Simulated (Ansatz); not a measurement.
# C2H7OSi: vertical spin-state energies from a Python script

Wanted for C2H7OSi: vertical spin-state energies. SMILES: [O]CC[SiH3].

All numbers are computed with Ansatz 0.2.0, driven from Python. Level of theory: PBE+D4/def2-SVPD.

## (1) The structure

Bond lengths: O1–C2 1.396 Å, C2–C3 1.526 Å, C3–Si4 1.876 Å, C2–H5 1.111 Å, C2–H6 1.110 Å, C3–H7 1.110 Å, C3–H8 1.111 Å, Si4–H9 1.470 Å, Si4–H10 1.470 Å, Si4–H11 1.470 Å. Angles (14 of 18 angles, heavy atoms first): O1–C2–C3 110.4°, C2–C3–Si4 111.7°, O1–C2–H5 109.5°, O1–C2–H6 108.8°, C3–C2–H5 110.5°, C3–C2–H6 109.2°, C2–C3–H7 109.3°, C2–C3–H8 109.9°, Si4–C3–H7 108.3°, Si4–C3–H8 109.1°, C3–Si4–H9 109.6°, C3–Si4–H10 109.5°, C3–Si4–H11 109.3°, H5–C2–H6 108.4°.

The script holds or builds the structure itself.

## (2) Script

The input, c2h7osi.py:

```python
"""Vertical spin-state energies of C2H7OSi."""

import ansatz as az

GEOMETRY = """
O    -1.47370    1.22080   -0.82990
C    -1.26980   -0.13600   -0.57070
C    -0.29590   -0.31580    0.59090
Si    1.42610    0.28670    0.15220
H    -0.88130   -0.63420   -1.48450
H    -2.24340   -0.59980   -0.30660
H    -0.23150   -1.39310    0.85190
H    -0.66070    0.24140    1.47980
H     1.38110    1.72180   -0.16530
H     1.92440   -0.45920   -1.01290
H     2.32470    0.06740    1.29510
"""


def main() -> None:
    system = az.Crystal.molecule()
    for line in GEOMETRY.strip().splitlines():
        symbol, *xyz = line.split()
        system = system.atom(symbol, [float(v) for v in xyz])

    base = (
        system.calculation()
        .basis(gaussian="def2-SVPD")
        .functional("PBE", dispersion="d4")
    )
    found = {}
    for unpaired in [1, 3]:
        rep = base.spin("collinear", total=unpaired).run(threads=1, pin="off").report
        s = unpaired / 2
        found[unpaired] = rep["free_energy_ev"]
        print(f"2S+1 = {unpaired + 1}: E = {found[unpaired]:.5f} eV, <S^2> = {abs(rep['mean_field']['state']['spin_squared']):.3f} (pure state {s * (s + 1):.2f})")
    lowest = min(found, key=found.get)
    for unpaired, e in found.items():
        print(f"multiplicity {unpaired + 1}: {(e - found[lowest]):.3f} eV above the lowest")


if __name__ == "__main__":
    main()
```

## (3) What the engine is handed

The engine receives this input (first run):

```yaml
crystal:
  periodic: [false, false, false]
  atoms:
    - { symbol: O, position_ang: [-1.4737, 1.2208, -0.8299] }
    - { symbol: C, position_ang: [-1.2698, -0.136, -0.5707] }
    - { symbol: C, position_ang: [-0.2959, -0.3158, 0.5909] }
    - { symbol: Si, position_ang: [1.4261, 0.2867, 0.1522] }
    - { symbol: H, position_ang: [-0.8813, -0.6342, -1.4845] }
    - { symbol: H, position_ang: [-2.2434, -0.5998, -0.3066] }
    - { symbol: H, position_ang: [-0.2315, -1.3931, 0.8519] }
    - { symbol: H, position_ang: [-0.6607, 0.2414, 1.4798] }
    - { symbol: H, position_ang: [1.3811, 1.7218, -0.1653] }
    - { symbol: H, position_ang: [1.9244, -0.4592, -1.0129] }
    - { symbol: H, position_ang: [2.3247, 0.0674, 1.2951] }
basis:
  gaussian:
    orbitals: def2-SVPD
hamiltonian:
  xc: pbe
  dispersion: d4
magnetization:
  spin_polarized: true
  initial_magnetization: 1.0
```

## (4) Running it

Run with:

```console
$ python c2h7osi.py
```

**Question.** Which spin state is lowest at this geometry, and how far above lie the others?

The runs gave:

| quantity | value |
| --- | --- |
| runs compared | 2 |
| lowest | run 1 (2S+1 = 2) |
| next above it by | 6.391 eV |

In words: In order: multiplicity 2 (+0.00 eV) and multiplicity 4 (+6.39 eV), all at the one geometry. Reading the output:
- The geometry is a force-field or estimated start, not a minimum of this method, and the basis set is short of its limit. All parts are taken at fixed geometry, without zero-point energy.
- The species is open-shell (spin multiplicity 2).
